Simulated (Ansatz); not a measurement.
**CdFH3OSi: a ladder of functionals and wavefunction methods**

Aim: compute CdFH3OSi with functionals from several rungs and with coupled cluster. The yardstick is the atomisation energy at the CCSD(T) limit.

Computed with Ansatz 0.2.0, Gaussian basis. Level: functionals in def2-TZVPP, the program's frozen cores in correlated methods.

Levels to be run: LDA (SPW92), PBE-D4, revPBE-D4, BLYP-D4, r2SCAN-D4, B97M-V, PBE0-D4, B3LYP-D4, r2SCANh-D4, r2SCAN0-D4, HSE06-D4, BHLYP-D4, CAM-B3LYP-D4, LC-ωPBE, ωB97X-V, ωB97M-V, B2PLYP, PBE-QIDH; CCSD(T)/def2-SVP; CCSD(T)/def2-TZVPP; MP2/def2-QZVPP; extrapolation to the limit; RPA on PBE.

### 1 The geometry

An earlier PBE0-D4 in a triple-zeta def2 set relaxation fixed the geometry. Cd takes the def2 core potential; no spin-orbit term is included.

SMILES `[F][Cd][O][SiH3]`, 7 atoms, charge 0, spin multiplicity 1.

Atoms are counted from 1 here; the program's logs count them from 0.

Bond lengths: F1–Cd2 1.923 Å, Cd2–O3 1.944 Å, O3–Si4 1.629 Å, Si4–H5 1.493 Å, Si4–H6 1.493 Å, Si4–H7 1.486 Å. Angles: F1–Cd2–O3 177.1°, Cd2–O3–Si4 134.1°, O3–Si4–H5 111.8°, O3–Si4–H6 111.8°, O3–Si4–H7 108.7°, H5–Si4–H6 107.1°, H5–Si4–H7 108.7°, H6–Si4–H7 108.7°.

### 2 LDA

This LDA is Slater exchange with PW92 correlation.

Contents of in.yaml:

```yaml
crystal:
  periodic: [false, false, false]
  atoms:
    - {symbol: F, position_ang: [-1.583350, -3.240555, 1.610472]}
    - {symbol: Cd, position_ang: [-1.054806, -1.706418, 0.578048]}
    - {symbol: O, position_ang: [-0.594360, -0.175740, -0.528839]}
    - {symbol: Si, position_ang: [0.535186, 0.993531, -0.433550]}
    - {symbol: H, position_ang: [1.917812, 0.436444, -0.512017]}
    - {symbol: H, position_ang: [0.441136, 1.752764, 0.848615]}
    - {symbol: H, position_ang: [0.338372, 1.939975, -1.562739]}
basis:
  gaussian: {orbitals: def2-TZVPP}
hamiltonian: {xc: lda}
output: {orbitals: {seedname: orbitals}}
```

Further steps of the session: PBE-D4 (GGA); revPBE-D4 (GGA); BLYP-D4 (GGA); r2SCAN-D4 (meta-GGA); B97M-V (meta-GGA); PBE0-D4 (hybrid); B3LYP-D4 (hybrid); r2SCANh-D4 (hybrid); r2SCAN0-D4 (hybrid); HSE06-D4 (hybrid); BHLYP-D4 (hybrid); CAM-B3LYP-D4 (range-separated); LC-ωPBE (range-separated); ωB97X-V (range-separated); ωB97M-V (range-separated); B2PLYP (double hybrid); PBE-QIDH (double hybrid); CCSD(T) in def2-SVP; CCSD(T) in def2-TZVPP; MP2 in def2-QZVPP; RPA on PBE orbitals.

**Question.** What will the summary of the whole plan be? Wanted: atomisation energy, CCSD(T)/CBS; farthest beyond LDA; mean size of error, GGA; mean size of error, meta-GGA; mean size of error, hybrid; mean size of error, range-separated; mean size of error, double hybrid; gap, smallest and largest; T1 diagnostic.

As calculated:

| quantity | value |
| --- | --- |
| atomisation energy, CCSD(T)/CBS | 2020.0 kJ/mol |
| functionals within 10.1 kJ/mol (0.5 %) | r2SCAN-D4, CAM-B3LYP-D4, LC-ωPBE, ωB97M-V |
| farthest beyond LDA | BHLYP-D4 (-106.2 kJ/mol) |
| mean size of error, GGA | 42.1 kJ/mol |
| mean size of error, meta-GGA | 13.6 kJ/mol |
| mean size of error, hybrid | 60.8 kJ/mol |
| mean size of error, range-separated | 8.0 kJ/mol |
| mean size of error, double hybrid | 53.1 kJ/mol |
| gap, smallest and largest | 3.70 eV (LDA (SPW92)), 11.25 eV (LC-ωPBE) |
| T1 diagnostic | 0.0163 |
| triples share of the correlation energy | 3.0 % |

LDA overbinds by 275.2 kJ/mol (14 %). PBE-D4 misses by -15.3 kJ/mol. Double hybrids carry the basis error of their MP2 part in triple zeta, and no dispersion term here, so their miss is partly the set-up's. Taken by rung, range-separated functionals do best (8.0 kJ/mol on average) and hybrid ones worst beyond LDA (60.8 kJ/mol). The mean of the hybrids holds BHLYP, with half exact exchange. The reference freezes the cores and leaves out spin-orbit coupling and excitations past (T), so misses under about 10.1 kJ/mol can't be ranked. All levels share the lack of spin-orbit coupling, which lowers the free heavy atoms and so the true binding. Hartree-Fock recovers 70 % of the binding; the rest is correlation. CCSD(T) in def2-SVP is off by -177.2 kJ/mol, which most functionals beat. The gap grows from 3.7 to 11.3 eV across the functionals, mostly with the share of exact exchange. Correlated methods include outer-core shells of Cd, which these sets cover unevenly.
